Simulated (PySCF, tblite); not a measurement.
# C5H5GeNS: dynamics, then NMR shifts on frames, part 2 of 2

tblite 0.8.0 and PySCF 2.14.0. Atoms count from 0. The steps go on from the part before.

### 5 NMR shieldings: 625 fs, PBE0/pcSseg-1

What the job is given:

```
{"job": {"kind": "nmr", "xc": "PBE0", "basis": "pcSseg-1", "pop": false}, "charge": 0, "multiplicity": 1}
N     -2.057300     1.782900     1.299300
C     -1.355000     0.953500     1.167500
C     -0.541100    -0.134200     1.013200
C      0.738500    -0.472500     1.472400
C      1.118000    -1.733400     1.102000
S     -0.131300    -2.541800     0.228200
C     -1.167600    -1.180500     0.357500
Ge    -2.724700    -1.399300    -0.601300
H      1.557000     0.135200     1.941600
H      2.192100    -2.152500     1.175400
H     -3.540900    -2.499500    -0.066700
H     -3.601900    -0.201900    -0.419700
H     -2.402100    -1.863300    -1.929000
```

With the program's defaults for keys left out, this is: GIAO PBE0/pcSseg-1 NMR shielding, non-relativistic, gas phase.

The log of the run:

```text
coarse grid: 57112 points
cycle   1  E = -2722.3660803462  dE =  1.041e+00  |g| = 9.314e-01  |ddm| = 4.047e+00
cycle   2  E = -2722.2623197135  dE =  1.038e-01  |g| = 1.119e+00  |ddm| = 1.530e+00
cycle   3  E = -2722.4268838258  dE = -1.646e-01  |g| = 3.220e-01  |ddm| = 1.158e+00
cycle   4  E = -2722.4474375852  dE = -2.055e-02  |g| = 8.743e-02  |ddm| = 3.058e-01
cycle   5  E = -2722.4485550316  dE = -1.117e-03  |g| = 3.296e-02  |ddm| = 1.108e-01
cycle   6  E = -2722.4488482297  dE = -2.932e-04  |g| = 5.715e-03  |ddm| = 4.134e-02
cycle   7  E = -2722.4488547993  dE = -6.570e-06  |g| = 2.130e-03  |ddm| = 7.767e-03
final grid: 118680 points
cycle   8  E = -2722.4488797676  dE =  2.017e-06  |g| = 3.476e-03  |ddm| = 6.505e-03
cycle   9  E = -2722.4488720785  dE =  7.689e-06  |g| = 6.346e-03  |ddm| = 1.010e-02
cycle  10  E = -2722.4488829202  dE = -1.084e-05  |g| = 6.386e-04  |ddm| = 6.600e-03
cycle  11  E = -2722.4488830200  dE = -9.984e-08  |g| = 1.052e-04  |ddm| = 6.723e-04
cycle  12  E = -2722.4488830226  dE = -2.570e-09  |g| = 3.163e-05  |ddm| = 1.212e-04
cycle  13  E = -2722.4488830228  dE = -2.119e-10  |g| = 3.658e-06  |ddm| = 2.799e-05
converged SCF energy = -2722.4488830228

GIAO shielding tensors (ppm)
atom      isotropic    diamagn.    paramagn.     s11        s22        s33       span
  0 N      -28.375     343.808    -372.184   -181.161   -140.128    236.162    417.323
  1 C       76.214     259.366    -183.152    -36.482    -26.474    291.599    328.081
  2 C       68.100     250.656    -182.556    -16.583     70.803    150.082    166.665
  3 C       52.174     248.018    -195.844    -32.137     40.859    147.801    179.938
  4 C       32.891     264.148    -231.257    -61.080     32.889    126.864    187.944
  5 S      202.758    1057.610    -854.852     15.841    193.271    399.162    383.321
  6 C       31.129     263.300    -232.171    -55.264     -7.639    156.290    211.555
  7 Ge    1591.403    2752.677   -1161.274   1506.482   1537.999   1729.729    223.246
  8 H       23.453      29.137      -5.684     19.542     23.875     26.943      7.401
  9 H       22.632      28.253      -5.620     19.519     22.704     25.674      6.155
 10 H       27.888      27.989      -0.101     20.670     22.771     40.223     19.553
 11 H       26.974      27.297      -0.322     19.201     23.635     38.087     18.886
 12 H       28.036      28.566      -0.530     19.898     23.524     40.688     20.790
```

It took 17 s on 1 thread of AMD EPYC 9R45, shared host; peak memory 0.95 GiB.

Key values: δ C6 155.8, C4 154.0, C3 134.8, C2 118.8, H9 9.08, H8 8.26 ppm.

### 6 Nuclear shieldings: 800 fs, PBE0/pcSseg-1

What the job is given:

```
{"job": {"kind": "nmr", "xc": "PBE0", "basis": "pcSseg-1", "pop": false}, "charge": 0, "multiplicity": 1}
N     -1.787700     2.060300     1.428400
C     -1.141700     1.103400     1.498300
C     -0.611300    -0.159200     1.085400
C      0.649000    -0.663900     1.391300
C      0.987200    -1.812700     0.737100
S     -0.245400    -2.214100    -0.364100
C     -1.272300    -0.916200     0.127500
Ge    -3.180300    -1.279700    -0.374500
H      1.407400    -0.231500     1.979400
H      1.946000    -2.346700     0.641500
H     -3.519200    -2.679300    -0.036200
H     -3.736800    -0.074700     0.274500
H     -3.261800    -0.893700    -1.875300
```

Method: GIAO PBE0/pcSseg-1 NMR shielding, non-relativistic, gas phase.

The log of the run:

```text
coarse grid: 57112 points
cycle   1  E = -2722.3739834414  dE =  7.492e-01  |g| = 9.331e-01  |ddm| = 3.932e+00
cycle   2  E = -2722.2322823057  dE =  1.417e-01  |g| = 1.196e+00  |ddm| = 1.408e+00
cycle   3  E = -2722.4219958126  dE = -1.897e-01  |g| = 4.166e-01  |ddm| = 1.097e+00
cycle   4  E = -2722.4571206032  dE = -3.512e-02  |g| = 9.285e-02  |ddm| = 3.302e-01
cycle   5  E = -2722.4584215193  dE = -1.301e-03  |g| = 3.718e-02  |ddm| = 1.250e-01
cycle   6  E = -2722.4587963049  dE = -3.748e-04  |g| = 6.179e-03  |ddm| = 4.733e-02
cycle   7  E = -2722.4588025599  dE = -6.255e-06  |g| = 3.453e-03  |ddm| = 1.002e-02
cycle   8  E = -2722.4588056574  dE = -3.097e-06  |g| = 8.884e-04  |ddm| = 4.369e-03
final grid: 118680 points
cycle   9  E = -2722.4588126208  dE =  4.981e-07  |g| = 1.645e-03  |ddm| = 3.174e-03
cycle  10  E = -2722.4588101098  dE =  2.511e-06  |g| = 3.455e-03  |ddm| = 5.138e-03
cycle  11  E = -2722.4588133330  dE = -3.223e-06  |g| = 2.678e-04  |ddm| = 3.573e-03
cycle  12  E = -2722.4588133503  dE = -1.731e-08  |g| = 7.185e-05  |ddm| = 3.171e-04
cycle  13  E = -2722.4588133514  dE = -1.154e-09  |g| = 1.794e-05  |ddm| = 7.656e-05
cycle  14  E = -2722.4588133515  dE = -6.730e-11  |g| = 4.683e-06  |ddm| = 1.891e-05
converged SCF energy = -2722.4588133515

GIAO shielding tensors (ppm)
atom      isotropic    diamagn.    paramagn.     s11        s22        s33       span
  0 N      -79.506     341.155    -420.662   -272.056   -190.336    223.873    495.929
  1 C       63.315     260.820    -197.504    -53.410    -48.504    291.860    345.270
  2 C       66.174     257.071    -190.897     -9.688     72.412    135.798    145.486
  3 C       55.701     249.026    -193.325    -27.362     37.618    156.849    184.211
  4 C       42.609     263.657    -221.048    -52.187     35.866    144.147    196.334
  5 S      174.672    1058.619    -883.947    -16.243    167.212    373.047    389.290
  6 C       27.109     258.508    -231.400    -48.219    -26.259    155.804    204.022
  7 Ge    1587.917    2756.411   -1168.494   1503.423   1598.748   1661.578    158.155
  8 H       24.811      31.892      -7.081     21.123     25.363     27.947      6.824
  9 H       23.492      30.701      -7.210     20.527     22.872     27.076      6.549
 10 H       27.070      27.866      -0.796     19.269     23.168     38.774     19.506
 11 H       26.650      28.532      -1.882     18.492     23.591     37.866     19.374
 12 H       26.362      27.787      -1.425     20.323     21.607     37.155     16.832
```

Run time: 17 s. Hardware: 1 thread of AMD EPYC 9R45, shared host; peak memory 0.95 GiB.

This run: δ C6 159.8, C4 144.3, C3 131.2, C1 123.6, H9 8.23, H8 6.91 ppm.

### 7 Nuclear shieldings: 1000 fs, PBE0/pcSseg-1

What the job is given:

```
{"job": {"kind": "nmr", "xc": "PBE0", "basis": "pcSseg-1", "pop": false}, "charge": 0, "multiplicity": 1}
N     -1.375100     1.629400     1.978800
C     -1.018000     0.688900     1.466100
C     -0.588000    -0.536300     0.929100
C      0.774900    -0.836400     0.710200
C      0.902100    -2.131800     0.197600
S     -0.655200    -2.854900    -0.099800
C     -1.498700    -1.493900     0.547700
Ge    -3.401100    -1.439100     0.254000
H      1.703100    -0.356000     0.922100
H      1.814600    -2.732900     0.098400
H     -3.637000    -2.883200    -0.113400
H     -4.066800    -0.893100     1.492600
H     -3.801200    -0.596900    -0.963900
```

Level: GIAO PBE0/pcSseg-1 NMR shielding, non-relativistic, gas phase.

The log of the run:

```text
coarse grid: 57112 points
cycle   1  E = -2722.3978541378  dE =  7.318e-01  |g| = 9.234e-01  |ddm| = 3.974e+00
cycle   2  E = -2722.2811890935  dE =  1.167e-01  |g| = 1.140e+00  |ddm| = 1.456e+00
cycle   3  E = -2722.4489840981  dE = -1.678e-01  |g| = 3.671e-01  |ddm| = 1.136e+00
cycle   4  E = -2722.4760834738  dE = -2.710e-02  |g| = 8.854e-02  |ddm| = 3.239e-01
cycle   5  E = -2722.4772378806  dE = -1.154e-03  |g| = 3.398e-02  |ddm| = 1.137e-01
cycle   6  E = -2722.4775532894  dE = -3.154e-04  |g| = 5.638e-03  |ddm| = 4.202e-02
cycle   7  E = -2722.4775592774  dE = -5.988e-06  |g| = 2.477e-03  |ddm| = 7.769e-03
final grid: 118680 points
cycle   8  E = -2722.4775763826  dE =  3.672e-06  |g| = 4.404e-03  |ddm| = 7.740e-03
cycle   9  E = -2722.4775614525  dE =  1.493e-05  |g| = 8.563e-03  |ddm| = 1.354e-02
cycle  10  E = -2722.4775816074  dE = -2.015e-05  |g| = 7.178e-04  |ddm| = 8.973e-03
cycle  11  E = -2722.4775817353  dE = -1.279e-07  |g| = 9.338e-05  |ddm| = 7.581e-04
cycle  12  E = -2722.4775817372  dE = -1.924e-09  |g| = 3.509e-05  |ddm| = 1.087e-04
cycle  13  E = -2722.4775817375  dE = -2.547e-10  |g| = 4.068e-06  |ddm| = 2.877e-05
converged SCF energy = -2722.4775817375

GIAO shielding tensors (ppm)
atom      isotropic    diamagn.    paramagn.     s11        s22        s33       span
  0 N      -39.410     342.787    -382.197   -202.584   -158.405    242.759    445.343
  1 C       69.136     258.628    -189.493    -48.308    -36.523    292.238    340.546
  2 C       67.166     256.072    -188.906    -12.925     68.455    145.967    158.891
  3 C       43.943     245.950    -202.007    -50.672     36.335    146.166    196.838
  4 C       28.145     261.497    -233.352    -68.763     21.415    131.785    200.548
  5 S      183.919    1057.201    -873.282     32.659    168.690    350.407    317.749
  6 C       35.167     261.831    -226.665    -41.890     -2.532    149.921    191.811
  7 Ge    1569.931    2753.492   -1183.562   1514.153   1536.813   1658.826    144.674
  8 H       23.621      31.444      -7.823     20.607     23.288     26.969      6.361
  9 H       23.226      30.255      -7.029     20.852     22.876     25.950      5.098
 10 H       27.136      26.863       0.274     19.014     24.519     37.877     18.863
 11 H       26.596      26.100       0.496     19.642     22.355     37.790     18.148
 12 H       26.724      26.977      -0.253     20.459     21.644     38.070     17.611
```

It took 17 s on 1 thread of AMD EPYC 9R45, shared host; peak memory 0.96 GiB.

Key values: δ C4 158.8, C6 151.8, C3 143.0, C2 119.8, H9 8.49, H8 8.10 ppm.

### 8 Side by side: NMR shifts

Shifts (ppm) of some atoms, chosen among heavy atoms and hydrogens apart, with basis size and wall time:

```tsv
frame	C4	C2	H10	H12	N0	S5	Ge7	functions	time
250 fs	150.8	141.1	5.86	5.34	336.1	278	-246	192	22 s
425 fs	139.4	113.4	6.10	5.33	301.9	286	-261	192	17 s
625 fs	154.0	118.8	3.83	3.68	296.1	301	-260	192	17 s
800 fs	144.3	120.8	4.65	5.36	347.2	329	-257	192	17 s
1000 fs	158.8	119.8	4.58	4.99	307.1	320	-239	192	17 s
```

### 9 Summary of results

This closing draws on all 2 parts.

| quantity | value |
| --- | --- |
| thermostat | 600 K |
| mean temperature, second half | 520 K |
| mean potential energy above the minimum | 0.71 eV |
| 13C shifts against TMS (PBE0/pcSseg-1, 250 fs) | 157.3, 150.8, 141.1, 137.7, 120.3 ppm |
| 1H shifts against TMS (PBE0/pcSseg-1, 250 fs) | 7.85, 7.50, 5.86, 5.37, 5.34 ppm |
| 15N shifts against NH3 (PBE0/pcSseg-1, 250 fs) | 336.1 ppm |
| 33S shifts against CS2 (PBE0/pcSseg-1, 250 fs) | 278 ppm |
| 73Ge shifts against GeMe4 (PBE0/pcSseg-1, 250 fs) | -246 ppm |
| surface potential, 1st and 99th percentile | -1.76 V and 1.51 V |
| range of the shift of S5 | 278 to 329 ppm |

What this shows: In the second half the potential energy averages 0.71 eV above the minimum; equipartition over 33 harmonic modes at 600 K would give 0.85 eV. With 13 atoms the temperature swings widely (372 to 673 K). Shifts at one fixed geometry are not the observed spectrum, which averages over the motion. In the first frame run (250 fs): The widest tensor belongs to N0: span 417 ppm, with a paramagnetic part of -410 ppm. By nearest atom (PBE0/pcSseg-1), the HOMO sits on C2 24 %; C4, C6 about 18 % each and the LUMO on C6 31 %; S5 20 %. Across the 5 runs the shift of S5 moves most, between 278 (250 fs) and 329 ppm (800 fs). Spin-orbit coupling is left out, which matters for shieldings and couplings at and beside the heavy atoms.
